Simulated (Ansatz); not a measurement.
# C₂H₅ClO₂Si: a ladder of functionals and wavefunction methods

How much do the methods differ for C₂H₅ClO₂Si? The plan is to run it at one geometry with functionals of several rungs and with coupled cluster. The yardstick is the atomisation energy at the CCSD(T) limit.

The runs use Ansatz 0.2.0, Gaussian basis; functionals in def2-TZVPP, the program's frozen cores in correlated methods.

The runs, in order: PBE-D4, r2SCAN-D4, PBE0-D4, B3LYP-D4, ωB97X-V, ωB97M-V, B2PLYP; CCSD(T)/def2-TZVPP; MP2/def2-QZVPP; extrapolation to the limit.

### 1 The geometry

All runs share one geometry, relaxed beforehand with PBE0-D4 in a triple-zeta def2 set.

SMILES `Cl[SiH2]OC1CO1`, 11 atoms, charge 0, spin multiplicity 1.

Atoms are counted from 1 here; the program's logs count them from 0.

Bond lengths: Cl1–Si2 2.053 Å, Si2–O3 1.641 Å, Si2–H7 1.476 Å, Si2–H8 1.474 Å, O3–C4 1.376 Å, C4–C5 1.451 Å, C4–O6 1.398 Å, C4–H9 1.088 Å, C5–O6 1.433 Å, C5–H10 1.086 Å, C5–H11 1.086 Å. Angles: Cl1–Si2–O3 110.1°, Cl1–Si2–H7 107.0°, Cl1–Si2–H8 109.0°, O3–Si2–H7 112.1°, O3–Si2–H8 105.3°, H7–Si2–H8 113.2°, Si2–O3–C4 125.2°, O3–C4–C5 119.0°, O3–C4–O6 117.0°, O3–C4–H9 113.3°, C5–C4–O6 60.3°, C5–C4–H9 121.6°, O6–C4–H9 115.2°, C4–C5–O6 58.0°, C4–C5–H10 120.6°, C4–C5–H11 117.9°, O6–C5–H10 115.3°, O6–C5–H11 114.9° and more.

### 2 PBE-D4 (GGA)

The input, in.yaml:

```yaml
crystal:
  periodic: [false, false, false]
  atoms:
    - {symbol: Cl, position_ang: [-0.180939, -3.063603, 0.272874]}
    - {symbol: Si, position_ang: [0.452979, -1.558203, -0.970712]}
    - {symbol: O, position_ang: [-0.407670, -0.190382, -0.685323]}
    - {symbol: C, position_ang: [-0.501798, 0.449402, 0.529469]}
    - {symbol: C, position_ang: [-0.226128, 1.872310, 0.598624]}
    - {symbol: O, position_ang: [0.691586, 0.895970, 1.105523]}
    - {symbol: H, position_ang: [1.895465, -1.369311, -0.720812]}
    - {symbol: H, position_ang: [0.148613, -1.926926, -2.365016]}
    - {symbol: H, position_ang: [-1.196365, -0.030642, 1.215790]}
    - {symbol: H, position_ang: [-0.705365, 2.492552, 1.350794]}
    - {symbol: H, position_ang: [0.094923, 2.371935, -0.310711]}
basis:
  gaussian: {orbitals: def2-TZVPP}
hamiltonian: {xc: pbe, dispersion: d4}
output: {forces: true, orbitals: {seedname: orbitals}}
```

The run is started by

```bash
> ansatz run in.yaml --threads 4 --pin off --events-out ev --progress --plain --max-ram 10444MiB
```

Standard output (excerpt; [...] marks lines left out):

```text
Functional definition: PBE
  name "PBE"
  cite "Perdew, Burke & Ernzerhof, Phys. Rev. Lett. 77, 3865 (1996) doi:10.1103/PhysRevLett.77.3865"
  parent pbe
[...]
1539 factors; their error is unknown
[...]
mean field -26637.91392917 eV, -978.9252810703 hartree, gradient 8.7e-6 eV, S^2 0.000000; 0 other end points of the search recorded, 0 dependent functions left out
[...]
reference -26637.91397563 eV, -978.9252827778 hartree; 32, 32 occupied and 246, 246 virtual orbitals, 1539 factors
Total energy: -26638.17380426 eV, -978.9348313039 hartree
Atom 0 at    -0.180939    -3.063603     0.272874 Å, force    -0.079637    -0.236227     0.176117 eV/Å
Atom 1 at     0.452979    -1.558203    -0.970712 Å, force     0.202567    -0.226689    -0.108864 eV/Å
Atom 2 at    -0.407670    -0.190382    -0.685323 Å, force    -0.269040     0.135262    -0.491465 eV/Å
Atom 3 at    -0.501798     0.449402     0.529469 Å, force    -0.407003    -0.174468     0.095914 eV/Å
Atom 4 at    -0.226128     1.872310     0.598624 Å, force    -0.198599     0.481512    -0.113966 eV/Å
Atom 5 at     0.691586     0.895970     1.105523 Å, force     0.858694    -0.154356     0.485008 eV/Å
Atom 6 at     1.895465    -1.369311    -0.720812 Å, force     0.182926     0.022226     0.024148 eV/Å
Atom 7 at     0.148613    -1.926926    -2.365016 Å, force    -0.036422    -0.026712    -0.170411 eV/Å
Atom 8 at    -1.196365    -0.030642     1.215790 Å, force    -0.180291    -0.117680     0.154838 eV/Å
Atom 9 at    -0.705365     2.492552     1.350794 Å, force    -0.122601     0.166176     0.159328 eV/Å
Atom 10 at     0.094923     2.371935    -0.310711 Å, force     0.049405     0.130956    -0.210647 eV/Å
Dipole moment:    -0.154358     0.281196    -0.104357 e Å
```

It took 3.2 s on 4 threads of Arm Neoverse V1, shared host; peak memory 0.41 GiB.

Atomisation energy: 4316.7 kJ/mol (free atoms -26593.434 eV, run apart). HOMO -6.76 eV, LUMO -0.42 eV.

### 3 r2SCAN-D4 (meta-GGA)

in.yaml: that of step 2 with these lines changed.

```diff
@@ -16,3 +16,3 @@
   gaussian: {orbitals: def2-TZVPP}
-hamiltonian: {xc: pbe, dispersion: d4}
+hamiltonian: {xc: r2scan, dispersion: d4}
 output: {forces: true, orbitals: {seedname: orbitals}}
```

The command is unchanged.

Standard output (excerpt; [...] marks lines left out):

```text
Functional definition: r2SCAN
  name "r2SCAN"
  cite "Furness, Kaplan, Ning, Perdew & Sun, J. Phys. Chem. Lett. 11, 8208 (2020) doi:10.1021/acs.jpclett.0c02405"
  cite "Furness, Kaplan, Ning, Perdew & Sun, J. Phys. Chem. Lett. 11, 9248 (2020) doi:10.1021/acs.jpclett.0c03077"
  parent r2scan
[...]
1539 factors; their error is unknown
[...]
mean field -26649.48795881 eV, -979.3506188146 hartree, gradient 6.9e-5 eV, S^2 0.000000; 0 other end points of the search recorded, 0 dependent functions left out
[...]
reference -26649.48797157 eV, -979.3506192836 hartree; 32, 32 occupied and 246, 246 virtual orbitals, 1539 factors
Total energy: -26649.55365659 eV, -979.3530331635 hartree
Atom 0 at    -0.180939    -3.063603     0.272874 Å, force    -0.016098    -0.041103     0.037956 eV/Å
Atom 1 at     0.452979    -1.558203    -0.970712 Å, force     0.048383    -0.022537    -0.051709 eV/Å
Atom 2 at    -0.407670    -0.190382    -0.685323 Å, force    -0.000704    -0.095138    -0.296897 eV/Å
Atom 3 at    -0.501798     0.449402     0.529469 Å, force    -0.330725    -0.045280     0.162519 eV/Å
Atom 4 at    -0.226128     1.872310     0.598624 Å, force    -0.222284     0.352481    -0.134319 eV/Å
Atom 5 at     0.691586     0.895970     1.105523 Å, force     0.515313    -0.139091     0.261658 eV/Å
Atom 6 at     1.895465    -1.369311    -0.720812 Å, force    -0.022335     0.001494    -0.012671 eV/Å
Atom 7 at     0.148613    -1.926926    -2.365016 Å, force     0.016356     0.014462     0.027673 eV/Å
Atom 8 at    -1.196365    -0.030642     1.215790 Å, force    -0.001176    -0.012632    -0.002103 eV/Å
Atom 9 at    -0.705365     2.492552     1.350794 Å, force     0.009584    -0.001197     0.006820 eV/Å
Atom 10 at     0.094923     2.371935    -0.310711 Å, force     0.003686    -0.011460     0.001071 eV/Å
Dipole moment:    -0.161759     0.293478    -0.111984 e Å
```

It took 6 s on 4 threads of Arm Neoverse V1, shared host; peak memory 0.44 GiB.

Atomisation energy: 4232.6 kJ/mol (free atoms -26605.685 eV, run apart). HOMO -7.09 eV, LUMO 0.02 eV.

### 4 PBE0-D4 (hybrid)

in.yaml: that of step 3 with these lines changed.

```diff
@@ -16,3 +16,3 @@
   gaussian: {orbitals: def2-TZVPP}
-hamiltonian: {xc: r2scan, dispersion: d4}
-output: {forces: true, orbitals: {seedname: orbitals}}
+hamiltonian: {xc: pbe0, dispersion: d4}
+output: {orbitals: {seedname: orbitals}}
```

Same command.

Standard output:

```text
Functional definition: PBE0
  name "PBE0"
  cite "Adamo & Barone, J. Chem. Phys. 110, 6158 (1999) doi:10.1063/1.478522"
  cite "Perdew, Burke & Ernzerhof, Phys. Rev. Lett. 77, 3865 (1996) doi:10.1103/PhysRevLett.77.3865"
  parent pbe
  parameter a = 0.25
  parameter kappa = 0.804
  parameter beta = 0.06672455060314922
  exchange = (1 - a)*pbe_x(kappa = kappa, mu = beta*pi^2/3) + a*exact_x
  correlation = pbe_c(beta = beta)
1573 factors; their error is unknown
mean field evaluation 1: about -26634.7210 eV, gradient 5.3e1 eV
mean field evaluation 2: about -26630.3283 eV, gradient 7.3e1 eV
mean field evaluation 4: about -26639.8358 eV, gradient 3.3e0 eV
mean field evaluation 8: about -26639.9031 eV, gradient 5.7e-1 eV
mean field evaluation 16: about -26639.9035 eV, gradient 4.4e-5 eV
mean field -26639.90352976 eV, -978.9983975433 hartree, gradient 4.4e-5 eV, S^2 0.000000; 0 other end points of the search recorded, 0 dependent functions left out
reference -26639.90356407 eV, -978.9983988044 hartree; 32, 32 occupied and 246, 246 virtual orbitals, 1573 factors
Total energy: -26640.12413416 eV, -979.0065046055 hartree
```

Run time: 4 s. Hardware: 4 threads of Arm Neoverse V1, shared host; peak memory 0.82 GiB.

Atomisation energy: 4217.8 kJ/mol (free atoms -26596.410 eV, run apart). HOMO -8.39 eV, LUMO 0.47 eV.

### 5 B3LYP-D4 (hybrid)

B3LYP here takes the VWN-RPA correlation.

in.yaml: that of step 4 with these lines changed.

```diff
@@ -16,3 +16,3 @@
   gaussian: {orbitals: def2-TZVPP}
-hamiltonian: {xc: pbe0, dispersion: d4}
-output: {orbitals: {seedname: orbitals}}
+hamiltonian: {xc: {name: B3LYP}, dispersion: d4}
+output: {forces: true, orbitals: {seedname: orbitals}}
```

Same command.

Standard output (excerpt; [...] marks lines left out):

```text
Functional definition: B3LYP
  name "B3LYP"
  cite "Stephens, Devlin, Chabalowski & Frisch, J. Phys. Chem. 98, 11623 (1994) doi:10.1021/j100096a001"
  cite "Becke, Phys. Rev. A 38, 3098 (1988) doi:10.1103/PhysRevA.38.3098"
  cite "Lee, Yang & Parr, Phys. Rev. B 37, 785 (1988) doi:10.1103/PhysRevB.37.785"
  cite "Vosko, Wilk & Nusair, Can. J. Phys. 58, 1200 (1980) doi:10.1139/p80-159"
[...]
1561 factors; their error is unknown
[...]
mean field -26655.20881839 eV, -979.5608565265 hartree, gradient 2.7e-5 eV, S^2 0.000000; 0 other end points of the search recorded, 0 dependent functions left out
[...]
reference -26655.20912141 eV, -979.5608676622 hartree; 32, 32 occupied and 246, 246 virtual orbitals, 1561 factors
Total energy: -26655.62686680 eV, -979.5762195220 hartree
Atom 0 at    -0.180939    -3.063603     0.272874 Å, force    -0.069431    -0.164539     0.139085 eV/Å
Atom 1 at     0.452979    -1.558203    -0.970712 Å, force     0.203612     0.008627    -0.272211 eV/Å
Atom 2 at    -0.407670    -0.190382    -0.685323 Å, force    -0.024658    -0.078015    -0.206452 eV/Å
Atom 3 at    -0.501798     0.449402     0.529469 Å, force    -0.388509    -0.069304     0.173502 eV/Å
Atom 4 at    -0.226128     1.872310     0.598624 Å, force    -0.194421     0.409765    -0.110753 eV/Å
Atom 5 at     0.691586     0.895970     1.105523 Å, force     0.492816    -0.124922     0.262509 eV/Å
Atom 6 at     1.895465    -1.369311    -0.720812 Å, force    -0.098571    -0.008711    -0.029130 eV/Å
Atom 7 at     0.148613    -1.926926    -2.365016 Å, force     0.032124     0.027251     0.089365 eV/Å
Atom 8 at    -1.196365    -0.030642     1.215790 Å, force     0.045060     0.031972    -0.055463 eV/Å
Atom 9 at    -0.705365     2.492552     1.350794 Å, force     0.033002    -0.019973    -0.058189 eV/Å
Atom 10 at     0.094923     2.371935    -0.310711 Å, force    -0.031026    -0.012152     0.067736 eV/Å
Dipole moment:    -0.168453     0.293980    -0.118506 e Å
```

Run time: 6.5 s. Hardware: 4 threads of Arm Neoverse V1, shared host; peak memory 0.91 GiB.

Atomisation energy: 4187.3 kJ/mol (free atoms -26612.229 eV, run apart). HOMO -8.14 eV, LUMO 0.25 eV.

### 6 ωB97X-V (range-separated)

in.yaml: that of step 5 with these lines changed.

```diff
@@ -16,3 +16,3 @@
   gaussian: {orbitals: def2-TZVPP}
-hamiltonian: {xc: {name: B3LYP}, dispersion: d4}
-output: {forces: true, orbitals: {seedname: orbitals}}
+hamiltonian: {xc: {name: wB97X-V}}
+output: {orbitals: {seedname: orbitals}}
```

Same command.

Standard output (excerpt; [...] marks lines left out):

```text
Functional definition: wB97X-V
  name "wB97X-V"
  cite "Mardirossian & Head-Gordon, Phys. Chem. Chem. Phys. 16, 9904 (2014) doi:10.1039/C3CP54374A"
  cite "Becke, J. Chem. Phys. 107, 8554 (1997) doi:10.1063/1.475007"
  cite "Vydrov & Van Voorhis, J. Chem. Phys. 133, 244103 (2010) doi:10.1063/1.3521275"
[...]
      + integral(e_c_pw_opposite_spin*poly(b97_u_opposite, cos0, cos1)) + vv10(b, c)
1558 factors; their error is unknown
330 factors; integrals over basis functions are off by at most 1.9e-5 eV
[...]
mean field -26649.26078854 eV, -979.3422704611 hartree, gradient 3.7e-5 eV, S^2 0.000000; 0 other end points of the search recorded, 0 dependent functions left out
reference -26649.26078639 eV, -979.3422703821 hartree; 32, 32 occupied and 246, 246 virtual orbitals, 1558 factors
Total energy: -26649.26078639 eV, -979.3422703821 hartree
```

It took 10 s on 4 threads of Arm Neoverse V1, shared host; peak memory 0.99 GiB.

With the free atoms at this level, -26605.370 eV in sum, the atomisation energy is 4234.8 kJ/mol. HOMO -10.86 eV, LUMO 2.51 eV.

### 7 ωB97M-V (range-separated)

in.yaml: that of step 6 with these lines changed.

```diff
@@ -16,3 +16,3 @@
   gaussian: {orbitals: def2-TZVPP}
-hamiltonian: {xc: {name: wB97X-V}}
-output: {orbitals: {seedname: orbitals}}
+hamiltonian: {xc: {name: wB97M-V}}
+output: {forces: true, orbitals: {seedname: orbitals}}
```

Same command.

Standard output (excerpt; [...] marks lines left out):

```text
Functional definition: wB97M-V
  name "wB97M-V"
  cite "Mardirossian & Head-Gordon, J. Chem. Phys. 144, 214110 (2016) doi:10.1063/1.4952647"
  cite "Becke, J. Chem. Phys. 107, 8554 (1997) doi:10.1063/1.475007"
  cite "Vydrov & Van Voorhis, J. Chem. Phys. 133, 244103 (2010) doi:10.1063/1.3521275"
  # Of w^i u^j: cxij and so on, Table III.
[...]
  gx(w, u) = 1 - cx + cx01*u + cx10*w
  gss(w, u) = css00 + css04*u^4 + css10*w + css20*w^2 + css43*w^4*u^3
  gos(w, u) = cos00 + cos10*w + (cos20 + cos21*u)*w^2 + (cos60 + cos61*u)*w^6
[...]
      + integral(e_c_pw_mod_opposite_spin*gos(b97_w_opposite, b97_u_opposite)) + vv10(b, c)
1558 factors; their error is unknown
330 factors; integrals over basis functions are off by at most 1.9e-5 eV
[...]
Atom 1 at     0.452979    -1.558203    -0.970712 Å, force     0.205127    -0.043057    -0.202646 eV/Å
Atom 2 at    -0.407670    -0.190382    -0.685323 Å, force     0.002701    -0.046569    -0.201752 eV/Å
Atom 3 at    -0.501798     0.449402     0.529469 Å, force    -0.275175    -0.074017     0.247510 eV/Å
Atom 4 at    -0.226128     1.872310     0.598624 Å, force    -0.126150     0.341283    -0.080729 eV/Å
Atom 5 at     0.691586     0.895970     1.105523 Å, force     0.265868    -0.105141     0.103845 eV/Å
Atom 6 at     1.895465    -1.369311    -0.720812 Å, force    -0.182466    -0.020500    -0.028679 eV/Å
Atom 7 at     0.148613    -1.926926    -2.365016 Å, force     0.042056     0.045776     0.179695 eV/Å
Atom 8 at    -1.196365    -0.030642     1.215790 Å, force     0.069880     0.044749    -0.065455 eV/Å
Atom 9 at    -0.705365     2.492552     1.350794 Å, force     0.050011    -0.066231    -0.072814 eV/Å
Atom 10 at     0.094923     2.371935    -0.310711 Å, force    -0.029889    -0.057040     0.083976 eV/Å
Dipole moment:    -0.171594     0.294419    -0.114978 e Å
```

It took 15 s on 4 threads of Arm Neoverse V1, shared host; peak memory 1.1 GiB.

Atomisation energy: 4230.1 kJ/mol (free atoms -26607.167 eV, run apart). HOMO -10.79 eV, LUMO 2.19 eV.

### 8 B2PLYP (double hybrid)

in.yaml: that of step 7 with these lines changed.

```diff
@@ -16,3 +16,2 @@
   gaussian: {orbitals: def2-TZVPP}
-hamiltonian: {xc: {name: wB97M-V}}
-output: {forces: true, orbitals: {seedname: orbitals}}
+hamiltonian: {xc: {name: B2PLYP}}
```

Same command.

Standard output (excerpt; [...] marks lines left out):

```text
Functional definition: B2PLYP
  name "B2PLYP"
  cite "Grimme, J. Chem. Phys. 124, 034108 (2006) doi:10.1063/1.2148954"
  cite "Becke, Phys. Rev. A 38, 3098 (1988) doi:10.1103/PhysRevA.38.3098"
  cite "Lee, Yang & Parr, Phys. Rev. B 37, 785 (1988) doi:10.1103/PhysRevB.37.785"
[...]
1675 factors; integrals over basis functions are off by at most 1.1e-3 eV
[...]
mean field -26633.09656932 eV, -978.7482463613 hartree, gradient 6.0e-6 eV, S^2 0.000000; 0 other end points of the search recorded, 0 dependent functions left out
14 core orbitals not correlated: weight in the atoms' cores, before any rotation towards them, 1.000 or more for the frozen orbitals, at most 0.000 for the correlated occupied ones
reference -26633.09676022 eV, -978.7482533768 hartree; 18, 18 occupied and 246, 246 virtual orbitals, 1675 factors
second order -36.30332861 eV of doubles, -0.00000000 eV of singles
Total energy: -26642.89865895 eV, -979.1084665110 hartree
```

It took 7 s on 4 threads of Arm Neoverse V1, shared host; peak memory 0.81 GiB.

Atomisation energy: 4154.1 kJ/mol (free atoms -26599.844 eV, run apart).

### 9 Frontier levels by functional

Dipoles come from the runs that computed forces. Levels are read from the orbital files that the runs wrote:

```tsv
functional	HOMO (eV)	LUMO (eV)	gap (eV)	dipole (D)
PBE-D4	-6.76	-0.42	6.34	1.62
r2SCAN-D4	-7.09	0.02	7.12	1.70
PBE0-D4	-8.39	0.47	8.85	
B3LYP-D4	-8.14	0.25	8.39	1.72
ωB97X-V	-10.86	2.51	13.37	
ωB97M-V	-10.79	2.19	12.98	1.73
```

### 10 CCSD(T) in def2-TZVPP

in.yaml: that of step 8 with these lines changed.

```diff
@@ -16,2 +16,2 @@
   gaussian: {orbitals: def2-TZVPP}
-hamiltonian: {xc: {name: B2PLYP}}
+correlation: {method: ccsd_t}
```

Launched as before.

Standard output (excerpt; [...] marks lines left out):

```text
Functional definition: HF
  name "HF"
  cite "Fock, Z. Phys. 61, 126 (1930) doi:10.1007/BF01340294"
  parent pbe
[...]
1675 factors; integrals over basis functions are off by at most 1.1e-3 eV
[...]
mean field -26584.82527499 eV, -976.9743090141 hartree, gradient 3.9e-6 eV, S^2 0.000000; 0 other end points of the search recorded, 0 dependent functions left out
14 core orbitals not correlated: weight in the atoms' cores, before any rotation towards them, 1.000 or more for the frozen orbitals, at most 0.000 for the correlated occupied ones
reference -26584.82527499 eV, -976.9743090141 hartree; 18, 18 occupied and 246, 246 virtual orbitals, 1675 factors
second order -29.95864500 eV of doubles, -0.00000000 eV of singles
cycle   1  -30.22522494 eV  change   -2.7e-1 eV  update   1.2e-1
[...]
cycle   9  -31.10963169 eV  change   -2.5e-5 eV  update   2.4e-5
perturbative correction -1.27662900 eV, -0.0469152504 hartree
Total energy: -26617.21153568 eV, -978.1644821423 hartree
```

Wall time 5 min (4 threads of Arm Neoverse V1, shared host); peak memory 7.8 GiB.

### 11 MP2 in def2-QZVPP

in.yaml: that of step 10 with these lines changed.

```diff
@@ -15,3 +15,3 @@
 basis:
-  gaussian: {orbitals: def2-TZVPP}
-correlation: {method: ccsd_t}
+  gaussian: {orbitals: "def2-QZVPP.json"}
+correlation: {method: mp2}
```

Launched as before.

Standard output:

```text
Functional definition: HF
  name "HF"
  cite "Fock, Z. Phys. 61, 126 (1930) doi:10.1007/BF01340294"
  parent pbe
  exchange = exact_x
  correlation = 0
3125 factors; integrals over basis functions are off by at most 8.8e-4 eV
mean field evaluation 1: about -26581.8489 eV, gradient 4.0e1 eV
mean field evaluation 2: about -26582.0512 eV, gradient 4.1e1 eV
mean field evaluation 4: about -26585.6529 eV, gradient 4.5e0 eV
mean field evaluation 8: about -26585.7153 eV, gradient 3.3e-1 eV
mean field -26585.71571818 eV, -977.0070321979 hartree, gradient 2.4e-6 eV, S^2 0.000000; 0 other end points of the search recorded, 0 dependent functions left out
14 core orbitals not correlated: weight in the atoms' cores, before any rotation towards them, 1.000 or more for the frozen orbitals, at most 0.000 for the correlated occupied ones
reference -26585.71571818 eV, -977.0070321979 hartree; 18, 18 occupied and 486, 486 virtual orbitals, 3125 factors
second order -32.35539005 eV of doubles, -0.00000000 eV of singles
Total energy: -26618.07110823 eV, -978.1960708508 hartree
```

Run time: 30 s. Hardware: 4 threads of Arm Neoverse V1, shared host; peak memory 3.6 GiB.

Energy pieces by basis (eV):

```tsv
basis	HF	MP2 correlation	CCSD correlation	(T)	total
def2-TZVPP	-26584.8253	-29.9586	-31.1096	-1.2766	-26617.2115
def2-QZVPP	-26585.7157	-32.3554			-26618.0711 (MP2)
```

The report of the def2-TZVPP run gives T1 = 0.0116.

### 12 The basis-set limit

This step is arithmetic on the last runs, with X = 3 and 4: exp(−7.88√X) for Hartree-Fock, X^−2.97 for correlation; only MP2 was run in the larger set, so CCSD(T) minus MP2 is added from the smaller one.

```tsv
level	energy at the limit (eV)
HF	-26585.8384
MP2	-26619.9691
CCSD	-26621.1201
CCSD(T)	-26622.3967
```

### 13 All levels against the reference

Atomisation energy = energies of 1 Cl, 1 Si, 2 O, 2 C, 5 H (separate runs, same level) minus the molecule's; electronic only, no spin-orbit term.

Differences are taken before rounding.

```tsv
method	rung	atoms, summed (eV)	atomisation energy (kJ/mol)	from CCSD(T)/CBS (kJ/mol)	time
PBE-D4	GGA	-26593.434	4316.7	+103.1	3.2 s
r2SCAN-D4	meta-GGA	-26605.685	4232.6	+19.1	6 s
PBE0-D4	hybrid	-26596.410	4217.8	+4.2	4 s
B3LYP-D4	hybrid	-26612.229	4187.3	-26.3	6.5 s
ωB97X-V	range-separated	-26605.370	4234.8	+21.2	10 s
ωB97M-V	range-separated	-26607.167	4230.1	+16.6	15 s
B2PLYP	double hybrid	-26599.844	4154.1	-59.5	7 s
HF/def2-TZVPP	wavefunction	-26554.039	2970.4	-1243.2	
MP2/def2-TZVPP	wavefunction	-26571.184	4206.8	-6.8	
CCSD/def2-TZVPP	wavefunction	-26574.339	4013.4	-200.1	
CCSD(T)/def2-TZVPP	wavefunction	-26574.829	4089.3	-124.2	5 min
MP2/CBS	wavefunction	-26575.081	4331.0	+117.5	
CCSD(T)/CBS	wavefunction	-26578.726	4213.6	0	5.5 min
```

Among the levels timed on like hardware and quicker than the yardstick, those that no quicker one beats, quickest first: PBE-D4 (3.2 s, +103.1 kJ/mol); PBE0-D4 (4 s, +4.2 kJ/mol).

B2PLYP carry no dispersion term (for B3LYP, D4 adds 40.3 kJ/mol).

Times are those of the molecule's run; HF, MP2 and CCSD come out of the CCSD(T) runs, and the limit's time is the sum of the runs that it needs.

### 14 Results

| quantity | value |
| --- | --- |
| atomisation energy, CCSD(T)/CBS | 4213.6 kJ/mol |
| functionals within 21.1 kJ/mol (0.5 %) | r2SCAN-D4, PBE0-D4, ωB97M-V |
| farthest | PBE-D4 (+103.1 kJ/mol) |
| mean size of error, hybrid | 15.2 kJ/mol |
| mean size of error, range-separated | 18.9 kJ/mol |
| gap, smallest and largest | 6.34 eV (PBE-D4), 13.37 eV (ωB97X-V) |
| T1 diagnostic | 0.0116 |
| triples share of the correlation energy | 3.9 % |

What this shows: PBE-D4 misses by +103.1 kJ/mol. Double hybrids carry the basis error of their MP2 part in triple zeta, and no dispersion term here, so their miss is partly the set-up's. The reference freezes the cores and leaves out relativity and excitations past (T), so misses under about 21.1 kJ/mol can't be ranked. Hartree-Fock recovers 70 % of the binding; the rest is correlation. The gap grows from 6.3 to 13.4 eV across the functionals, mostly with the share of exact exchange.

PBE0-D4 reaches 4.2 kJ/mol from the reference in 4 s, where CCSD(T)/CBS took 5.5 min; the quickest level in the cost chart, PBE-D4, takes 3.2 s and misses by 103.1 kJ/mol.
